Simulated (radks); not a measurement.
**Dipole-allowed lines with 30 electrons: Te²²⁺, I²³⁺, Xe²⁴⁺, Cs²⁵⁺**

Aim: excitation energies and oscillator strengths as poles of the dipole polarisability below minus the highest eigenvalue. Time-dependent linear response with the Hartree and adiabatic exchange-only LDA kernel follows each ground state; no spin-orbit coupling. Its values go to the run's result record, not to the log.

Method: scalar-relativistic Kohn-Sham, exchange-only LDA, spin-unpolarised, spherical densities, finite nucleus. Code: radks (a radial shooting solver on a logarithmic mesh, Libxc functionals) version 1.

## 1. What is computed

```
species : Te²²⁺ ([Ar] 3d10 4s2), I²³⁺ ([Ar] 3d10 4s2), Xe²⁴⁺ ([Ar] 3d10 4s2), Cs²⁵⁺ ([Ar] 3d10 4s2)
```

In the logs a row gives level, spin channel, occupation and eigenvalue; Etot, Ekin, Encl (electron-nucleus), Eh (Hartree) and Exc are energies, all in hartree; err is the last residual, it the number of iterations.

## 2. Te²²⁺, [Ar] 3d10 4s2

The run's settings:

```text
Z 52
configuration [Ar] 3d10 4s2 4p0 5s0 4d0 4f0
relativity scalar-relativistic
functional lda,
spin unpolarised
nucleus finite rms 4.7423 fm
c 137.035999084
response adiabatic LDA kernel, real frequencies
```

Run with:

```
> python run_ks.py task.json out
```

The same process makes all the runs of this session.

The program printed:

```text
1s      1   2.0000       -1185.44404805
2s      1   2.0000        -202.04446559
2p      1   6.0000        -184.02546049
3s      1   2.0000         -58.08894475
3p      1   6.0000         -52.21363893
3d      1  10.0000         -43.43518811
4s      1   2.0000         -25.63019389
4p      1   0.0000         -23.50362123
5s      1   0.0000         -14.44438500
4d      1   0.0000         -20.36442098
4f      1   0.0000         -17.14046162
Etot -6570.256882815233
Ekin 6894.521998186401
Encl -15145.023845928083
Eh 1823.9601684686
Exc -143.715203542152
err 7.300391492935821e-10
it 14
```

Highest occupied level: 4s at -697.43 eV. Lines from the response step: 67.695 eV (4s-4p), f = 1.21; 330.41 eV (4s-5p), f = 0.335; 458.89 eV (4s-6p), f = 0.115; 529.50 eV (4s-7p), f = 0.0501; 546.50 eV (unassigned), f = 0.433; 572.73 eV (4s-8p), f = 0.0365.

From the orbitals of this run (lengths in bohr):

| level | occupation | energy (eV) | <r> | outermost maximum (interpolated) | 90 % within | nodes |
| --- | --- | --- | --- | --- | --- | --- |
| 3s | 2 | -1580.7 | 0.3183 | 0.291 | 0.467 | 2 |
| 3p | 6 | -1420.8 | 0.3151 | 0.284 | 0.472 | 1 |
| 3d | 10 | -1181.9 | 0.2892 | 0.234 | 0.452 | 0 |
| 4s | 2 | -697.43 | 0.6698 | 0.650 | 0.947 | 3 |
| 4p | 0 | -639.57 | 0.6883 | 0.668 | 0.982 | 2 |
| 4d | 0 | -554.14 | 0.7043 | 0.677 | 1.02 | 1 |
| 4f | 0 | -466.42 | 0.6937 | 0.608 | 1.02 | 0 |
| 5s | 0 | -393.05 | 1.158 | 1.19 | 1.61 | 4 |

Radial density 4πr²ρ:

| r (bohr) | 4πr²ρ (e/bohr) |
| --- | --- |
| 0.00109 | 2.103 |
| 0.00159 | 4.005 |
| 0.00229 | 7.352 |
| 0.00331 | 13.06 |
| 0.00478 | 22.14 |
| 0.00691 | 35.06 |
| 0.0101 | 50.75 |
| 0.0145 | 63.60 |
| 0.0210 | 67.05 |
| 0.0303 | 60.69 |
| 0.0438 | 59.21 |
| 0.0633 | 75.46 |
| 0.0923 | 85.40 |
| 0.133 | 65.68 |
| 0.193 | 60.90 |
| 0.278 | 67.24 |
| 0.402 | 34.29 |
| 0.586 | 9.108 |
| 0.846 | 2.708 |
| 1.22 | 0.1889 |

## 3. I²³⁺, [Ar] 3d10 4s2

The run's settings:

```text
Z 53
configuration [Ar] 3d10 4s2 4p0 5s0 4d0 4f0
relativity scalar-relativistic
functional lda,
spin unpolarised
nucleus finite rms 4.75 fm
c 137.035999084
response adiabatic LDA kernel, real frequencies
```

The program printed:

```text
1s      1   2.0000       -1236.98799479
2s      1   2.0000        -212.78315901
2p      1   6.0000        -193.82428576
3s      1   2.0000         -61.99560544
3p      1   6.0000         -55.83319878
3d      1  10.0000         -46.72471058
4s      1   2.0000         -27.58889378
4p      1   0.0000         -25.34458009
5s      1   0.0000         -15.61266667
4d      1   0.0000         -22.05962149
4f      1   0.0000         -18.68912209
Etot -6866.198819831727
Ekin 7219.085748375554
Encl -15809.365134094453
Eh 1871.402968092391
Exc -147.3224022052181
err 6.668568773261242e-10
it 14
```

4s is the highest filled level (-750.73 eV). Lines from the response step: 71.252 eV (4s-4p), f = 1.20; 353.50 eV (4s-5p), f = 0.343; 492.01 eV (4s-6p), f = 0.117; 568.36 eV (4s-7p), f = 0.0510; 586.11 eV (unassigned), f = 0.430; 615.18 eV (4s-8p), f = 0.0370.

## 4. Xe²⁴⁺, [Ar] 3d10 4s2

The run's settings:

```text
Z 54
configuration [Ar] 3d10 4s2 4p0 5s0 4d0 4f0
relativity scalar-relativistic
functional lda,
spin unpolarised
nucleus finite rms 4.7859 fm
c 137.035999084
response adiabatic LDA kernel, real frequencies
```

The program printed:

```text
1s      1   2.0000       -1289.78391966
2s      1   2.0000        -223.84378233
2p      1   6.0000        -203.89683019
3s      1   2.0000         -66.03424592
3p      1   6.0000         -59.57257729
3d      1  10.0000         -50.12739918
4s      1   2.0000         -29.61838442
4p      1   0.0000         -27.25199728
5s      1   0.0000         -16.82522808
4d      1   0.0000         -23.81908321
4f      1   0.0000         -20.30202009
Etot -7169.280288543316
Ekin 7552.772291297568
Encl -16490.053867655603
Eh 1918.9431369843635
Exc -150.94184916964417
err 6.110197635704067e-10
it 14
```

Highest occupied level: 4s at -805.96 eV. Lines from the response step: 74.931 eV (4s-4p), f = 1.19; 377.38 eV (4s-5p), f = 0.350; 526.27 eV (4s-6p), f = 0.119; 608.57 eV (4s-7p), f = 0.0518; 627.01 eV (unassigned), f = 0.426; 659.12 eV (4s-8p), f = 0.0374.

## 5. Cs²⁵⁺, [Ar] 3d10 4s2

The run's settings:

```text
Z 55
configuration [Ar] 3d10 4s2 4p0 5s0 4d0 4f0
relativity scalar-relativistic
functional lda,
spin unpolarised
nucleus finite rms 4.8041 fm
c 137.035999084
response adiabatic LDA kernel, real frequencies
```

The program printed:

```text
1s      1   2.0000       -1343.84565923
2s      1   2.0000        -235.23000509
2p      1   6.0000        -214.24399681
3s      1   2.0000         -70.20589340
3p      1   6.0000         -63.43208915
3d      1  10.0000         -53.64324486
4s      1   2.0000         -31.71906022
4p      1   0.0000         -29.22599444
5s      1   0.0000         -18.08224489
4d      1   0.0000         -25.64277718
4f      1   0.0000         -21.97902141
Etot -7479.552565206816
Ekin 7895.753399417814
Encl -17187.318945204424
Eh 1966.5870572041383
Exc -154.57407662434406
err 5.60932539638406e-10
it 14
```

4s is the highest filled level (-863.12 eV). Lines from the response step: 78.734 eV (4s-4p), f = 1.19; 402.04 eV (4s-5p), f = 0.356; 561.67 eV (4s-6p), f = 0.121; 650.13 eV (4s-7p), f = 0.0525; 669.18 eV (unassigned), f = 0.424; 704.56 eV (4s-8p), f = 0.0378.

## 6. All runs together

| species | −ε(HOMO) (eV) | lowest orbital gap (eV) | first line (eV) | f | strongest line (eV) | its f | static α (bohr³) | measured (eV) |
| --- | --- | --- | --- | --- | --- | --- | --- | --- |
| Te²²⁺ | 697.43 | 4s-4p 57.867 | 67.695 | 1.21 | 67.695 | 1.21 | 0.2131 | - |
| I²³⁺ | 750.73 | 4s-4p 61.071 | 71.252 | 1.20 | 71.252 | 1.20 | 0.1909 | - |
| Xe²⁴⁺ | 805.96 | 4s-4p 64.393 | 74.931 | 1.19 | 74.931 | 1.19 | 0.1715 | - |
| Cs²⁵⁺ | 863.12 | 4s-4p 67.840 | 78.734 | 1.19 | 78.734 | 1.19 | 0.1544 | - |

**Reading.** In Te²²⁺ the response moves the first line 9.828 eV above the bare orbital gap, and the lines found carry 93 % of the static polarisability. Very weak lines can be missed, and lines above minus the highest eigenvalue dissolve into this model's continuum.
